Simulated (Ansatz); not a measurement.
# MgZnH₂: one structure at several levels

One table from this session's results is given with a row withheld; the runs are named, their logs left out.

Computed with Ansatz 0.2.0, Gaussian basis. Level: single points in def2-TZVPP.

Correlated methods freeze the cores. The 3s and 3p shells of Cu and Zn are frozen; filled d shells are correlated. The outer core shell of Li, Na, Mg and K is correlated.

## The system as given

SMILES `[MgH][ZnH]`, 4 atoms, charge 0, spin multiplicity 1.

Atoms are counted from 1 here; the program's logs count them from 0.

Bond lengths: Mg1–Zn2 2.500 Å, Mg1–H3 1.789 Å, Zn2–H4 1.613 Å. Angles: Zn2–Mg1–H3 178.4°, Mg1–Zn2–H4 173.0°.

As a file:

```xyz
4

Mg    0.06520   -1.01200    0.62880
Zn   -0.17530    1.20060   -0.50990
H     0.26050   -2.61280    1.40330
H    -0.50520    2.64190   -1.15510
```

Set-up of the first run:

The input, run/in.yaml:

```yaml
crystal:
  periodic: [false, false, false]
  atoms:
    - {symbol: Mg, position_ang: [0.065200, -1.012000, 0.628800]}
    - {symbol: Zn, position_ang: [-0.175300, 1.200600, -0.509900]}
    - {symbol: H, position_ang: [0.260500, -2.612800, 1.403300]}
    - {symbol: H, position_ang: [-0.505200, 2.641900, -1.155100]}
basis:
  gaussian: {orbitals: def2-TZVPP}
correlation: {method: ccsd_t, frozen_orbitals: {H: 0, Mg: 1, Zn: 9}}
output: {forces: true}
```

No record of the launch command was kept for these runs.

Steps of the session up to this table: CCSD(T)/def2-TZVPP; PBE0-D4/def2-TZVPP; wB97M-V/def2-TZVPP; r2SCAN-D4/def2-TZVPP; PBE-D4/def2-TZVPP; HSE06-D4/def2-TZVPP; r2SCANh-D4/def2-TZVPP.

One table of the session follows, with a row left open; its other results are not shown here.

```
    method  RMS force component (eV/Å)  angle to CCSD(T) forces (°)  dipole (D)
   CCSD(T)                       0.560                    reference        0.17
   PBE0-D4                       0.516                          4.4        0.19
   wB97M-V                       0.496                          4.6        0.19
 r2SCAN-D4                       0.514                          1.0        0.12
    PBE-D4                       0.465                          5.6        0.15
  HSE06-D4                           ?                            ?           ?
r2SCANh-D4                       0.524                          0.9        0.13
```

**Question.** Estimate the row for HSE06-D4.

**Answer.** RMS force component (eV/Å): 0.516; angle to CCSD(T) forces (°): 4.9; dipole (D): 0.19.
